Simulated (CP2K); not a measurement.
# CH6B2ClN (SMILES BNB(C)Cl): GFN2-xTB

We compute energy and gradient of CH6B2ClN. 

The results are computed with CP2K 2026.2.

5 further runs of the same task are left out: 3 that didn't finish, 2 set aside as unsound or not needed.

## 1. Starting point

CH6B2ClN: 11 atoms, total charge 0, spin state singlet. As SMILES, `BNB(C)Cl`. Geometry: relaxed at GFN2-xTB. This is one conformer, not always the lowest.

Bond lengths: B1–N2 1.411 Å, N2–B3 1.422 Å, B3–C4 1.585 Å, B3–Cl5 1.719 Å, B1–H6 1.167 Å, B1–H7 1.171 Å, N2–H8 1.012 Å, C4–H9 1.089 Å, C4–H10 1.088 Å, C4–H11 1.088 Å. Some angles: B1–N2–B3 130.9°, N2–B3–C4 121.3°, N2–B3–Cl5 119.6°, C4–B3–Cl5 119.0°, B1–N2–H8 115.3°, B3–N2–H8 113.8°, N2–B1–H6 119.7°, N2–B1–H7 118.4°, B3–C4–H9 110.6°, B3–C4–H10 111.5°.

## 2. Energy and forces at GFN2-xTB

run.inp

```
&GLOBAL
  PROJECT_NAME run
  RUN_TYPE ENERGY_FORCE
  PRINT_LEVEL MEDIUM
&END GLOBAL

&FORCE_EVAL
  METHOD QS
  &DFT
    &QS
      METHOD XTB
      EPS_DEFAULT 1.0E-10
      &XTB
        GFN_TYPE TBLITE
        &TBLITE
          METHOD GFN2
        &END TBLITE
        CHECK_ATOMIC_CHARGES F
      &END XTB
    &END QS
    &POISSON
      PERIODIC NONE
      POISSON_SOLVER ANALYTIC
    &END POISSON
    &SCF
      SCF_GUESS ATOMIC
      EPS_SCF 1.0E-06
      MAX_SCF 150
      ADDED_MOS 2
      &DIAGONALIZATION
        ALGORITHM STANDARD
      &END DIAGONALIZATION
      &MIXING
        METHOD DIRECT_P_MIXING
        ALPHA 0.4
      &END MIXING
      &SMEAR ON
        METHOD FERMI_DIRAC
        ELECTRONIC_TEMPERATURE [K] 300
      &END SMEAR
    &END SCF
    &PRINT
      &MOMENTS
        PERIODIC F
        REFERENCE COM
        MAX_MOMENT 1
      &END MOMENTS
      &MO ON
        ENERGIES T
        OCCUPATION_NUMBERS T
        NDIGITS 6
        &EACH
          QS_SCF 0
        &END EACH
        ADD_LAST NUMERIC
      &END MO
      &HIRSHFELD OFF
      &END HIRSHFELD
    &END PRINT
  &END DFT
  &SUBSYS
    &CELL
      ABC 14.2 14.4 13.9
      PERIODIC NONE
    &END CELL
    &COORD
      SCALED T
      B    0.40574613   0.57732778   0.41916475
      N    0.45633345   0.50270278   0.45984317
      B    0.52562923   0.50095000   0.53368633
      C    0.57210387   0.40645903   0.56794892
      Cl   0.55937711   0.60293125   0.58790576
      H    0.41883134   0.65274792   0.44685324
      H    0.35137218   0.56125694   0.35810288
      H    0.44123697   0.43937778   0.43236835
      H    0.55219683   0.39089167   0.64189712
      H    0.64862782   0.41071667   0.56770504
      H    0.55184754   0.34725208   0.52398921
    &END COORD
  &END SUBSYS
  &PRINT
    &FORCES ON
    &END FORCES
  &END PRINT
&END FORCE_EVAL
```

Started as:

```console
$ OMP_NUM_THREADS=1 cp2k.psmp -i run.inp -o run.out
```

Log:

```text
CP2K| version string:                                       CP2K version 2026.2
[...]
 GLOBAL| Method name                                                        CP2K
[...]
 GLOBAL| Run type                                                   ENERGY_FORCE
[...]
                             - Atoms:                                         11
[...]
                             - Spherical basis functions:                     31
[...]
 Number of electrons:                                                         28
[...]
  *** SCF run converged in    18 steps ***
[...]
  Fermi energy:                                                -0.28386921515117
[...]
 TB_DIPOLE| Moment [Debye]         -0.45569583      -2.41261616      -0.85889423
 TB_DIPOLE| Derivative [a.u.]       0.00000000       0.00000000       0.00000000
[...]
 ENERGY| Total FORCE_EVAL ( QS ) energy [hartree]            -15.228739239436829
 FORCES| Atomic forces [hartree/bohr]
 FORCES|   Atom     x               y               z               |f|
 FORCES|      1 -5.45242255E-05 -1.45359079E-05 -1.74090018E-05   5.90530027E-05
 FORCES|      2  5.01503011E-05  6.86369453E-05  1.24393373E-05   8.59116993E-05
 FORCES|      3 -6.29149830E-05 -1.53533261E-05 -1.23872614E-05   6.59353013E-05
 FORCES|      4  3.03863537E-05 -6.29875817E-05  2.78253348E-05   7.52662952E-05
 FORCES|      5 -4.51058742E-06  1.03890085E-05  1.30828058E-05   1.73042395E-05
 FORCES|      6  1.09963803E-05 -2.39103370E-05 -4.84573365E-05   5.51428876E-05
 FORCES|      7  3.85427304E-05  3.01486112E-05  4.91134871E-05   6.93297586E-05
 FORCES|      8 -4.02629816E-06 -2.61156260E-05  1.84298763E-06   2.64883673E-05
 FORCES|      9  2.45041898E-05  2.05126253E-07 -2.52899870E-05   3.52147815E-05
 FORCES|     10 -4.57658300E-05  7.94788298E-06 -1.77033023E-05   4.97100287E-05
 FORCES|     11  1.71619690E-05  2.55752044E-05  1.69429364E-05   3.51523449E-05
 FORCES| Sum    -9.19538968E-17  4.77116719E-17 -5.25634766E-17
 FORCES| Total atomic force                                       1.16167301E-16
[...]
```

Wall time 0.3 s (1 thread of Arm Neoverse V1, shared host).

## 3. What came out

At GFN2-xTB:

| quantity | value |
| --- | --- |
| total energy | -15.22874 Eh |
| dipole moment (from atomic charges alone) | 2.60 D |
| HOMO energy | -10.96 eV |
| LUMO energy | -6.83 eV |
| HOMO–LUMO gap | 4.14 eV |
| largest force on an atom | 0.004 eV/Å |

What this shows: The dipole comes from point charges on the atoms alone, without atomic dipoles, so it is partial.
